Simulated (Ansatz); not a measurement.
# Ta3Cu: phonons with PBEsol

Crystal: Ta3Cu.

```xyz
4
Lattice="-2.0065 2.0065 4.2082 2.0065 -2.0065 4.2082 2.0065 2.0065 -4.2082" Properties=species:S:1:pos:R:3 pbc="T T T"
Ta    0.0000    0.0000    4.2082
Ta    2.0065    0.0000    2.1041
Ta    0.0000    2.0065    2.1041
Cu    0.0000    0.0000    0.0000
```

The cell comes from a database or a generator and needn't be the stable form of this composition.

* Program: Ansatz 0.2.0
* Task: phonons
* Functional: PBEsol
* Potentials or basis: Ansatz PAW
* Cutoff: 420 eV (not typed: the program's choice for these potentials)
* k mesh: 8 × 8 × 8
* Occupations: fermi-dirac, width 0.05 eV
* Spin: no spin polarisation

* Band gap on the k mesh: none (metal or under the smearing width)
* Highest phonon frequency at Γ: 189 cm⁻¹

Levels at points of the mesh, in eV from the Fermi level:
```csv
k point,band 26,band 27,band 28,band 29,band 30,band 31,band 32,band 33
"(0.00, 0.00, 0.00)",-1.64,-1.64,-0.17,-0.17,0.08,2.00,2.24,2.44
"(0.00, 0.00, -0.50)",-1.95,-1.20,-0.26,-0.04,0.23,0.80,1.06,2.06
"(0.00, -0.50, 0.00)",-1.99,-1.31,-1.01,0.12,0.51,1.01,1.36,1.82
"(0.00, -0.50, -0.50)",-1.99,-1.31,-1.01,0.12,0.51,1.01,1.36,1.82
"(-0.50, -0.50, -0.50)",-1.43,-1.43,-1.04,0.25,2.07,2.25,2.25,3.15
```

Phonon frequencies in cm⁻¹ (negative: imaginary):
```csv
q point,frequencies
"(0.000, 0.000, 0.000)",0 0 0 99 130 130 150 158 158 170 170 189
```

Wall time 2.9 min on 2 threads of Intel(R) Xeon(R) Processor @ 2.50GHz (Skylake/Cascade Lake), with other jobs on the host, peak memory 1 GiB.

 Spin-orbit coupling is left out, which matters for the levels of Ta.
